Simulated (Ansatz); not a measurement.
# CH5BClNO: up Jacob's ladder to CCSD(T)

An exercise on one series of results from a longer session: the logs are not shown, and one member is left open.

Program: Ansatz 0.2.0, Gaussian basis. Level of theory: functionals in def2-TZVPP, the program's frozen cores in correlated methods. These are calculated values, not measurements.

The runs, in order: PBE-D4, r2SCAN-D4, PBE0-D4, B3LYP-D4, ωB97X-V, ωB97M-V, B2PLYP; CCSD(T)/def2-TZVPP; CCSD(T)/def2-QZVPP; extrapolation to the limit.

### The relaxed structure

The geometry comes from an earlier relaxation with PBE0-D4 in a triple-zeta def2 set; it is a stationary point, not always the lowest conformer.

SMILES `NB(Cl)CO`, 10 atoms, charge 0, spin multiplicity 1.

Atoms are counted from 1 here; the program's logs count them from 0.

Bond lengths: N1–B2 1.383 Å, N1–H6 1.005 Å, N1–H7 1.007 Å, B2–Cl3 1.777 Å, B2–C4 1.576 Å, C4–O5 1.427 Å, C4–H8 1.098 Å, C4–H9 1.096 Å, O5–H10 0.959 Å. Angles: B2–N1–H6 124.3°, B2–N1–H7 119.7°, H6–N1–H7 115.8°, N1–B2–Cl3 120.1°, N1–B2–C4 120.8°, Cl3–B2–C4 119.1°, B2–C4–O5 113.4°, B2–C4–H8 111.2°, B2–C4–H9 108.7°, O5–C4–H8 111.5°, O5–C4–H9 106.5°, H8–C4–H9 105.0°, C4–O5–H10 108.0°.

The first run:

Contents of in.yaml:

```yaml
crystal:
  periodic: [false, false, false]
  atoms:
    - {symbol: N, position_ang: [0.479434, 1.142254, 0.876345]}
    - {symbol: B, position_ang: [-0.154417, -0.081651, 0.767884]}
    - {symbol: Cl, position_ang: [-0.933160, -0.810315, 2.188678]}
    - {symbol: C, position_ang: [-0.185356, -0.855034, -0.604447]}
    - {symbol: O, position_ang: [0.358956, -0.105609, -1.690352]}
    - {symbol: H, position_ang: [0.553366, 1.668551, 1.728981]}
    - {symbol: H, position_ang: [0.968485, 1.522393, 0.081986]}
    - {symbol: H, position_ang: [-1.195978, -1.218516, -0.832946]}
    - {symbol: H, position_ang: [0.427257, -1.759594, -0.513052]}
    - {symbol: H, position_ang: [-0.318588, 0.497530, -2.003078]}
basis:
  gaussian: {orbitals: def2-TZVPP}
hamiltonian: {xc: pbe, dispersion: d4}
output: {forces: true, orbitals: {seedname: orbitals}}
```

Run with:

```bash
ansatz run in.yaml --threads 2 --pin off --events-out ev --progress --plain --max-ram 32768MiB --backend cpu
```

Among the steps run: PBE-D4 (GGA); r2SCAN-D4 (meta-GGA); PBE0-D4 (hybrid); B3LYP-D4 (hybrid); ωB97X-V (range-separated); ωB97M-V (range-separated); B2PLYP (double hybrid); CCSD(T) in def2-TZVPP; CCSD(T) in def2-QZVPP.

One of the session's tables, all rows but one given; the rest of the session is left out.

```
            method  atomisation energy (eV)
            PBE-D4                   40.836
         r2SCAN-D4                   39.874
           PBE0-D4                   39.949
          B3LYP-D4                   39.776
           ωB97X-V                   39.834
           ωB97M-V                   39.995
            B2PLYP                   39.355
     HF/def2-TZVPP                   28.395
    MP2/def2-TZVPP                   39.481
   CCSD/def2-TZVPP                        ?
CCSD(T)/def2-TZVPP                   38.546
           MP2/CBS                   40.595
       CCSD(T)/CBS                   39.632
```

Estimate the missing values for CCSD/def2-TZVPP.

As computed: atomisation energy (eV): 37.902. In the column «atomisation energy (eV)» it lies between HF/def2-TZVPP (28.395) and CCSD(T)/def2-TZVPP (38.546).
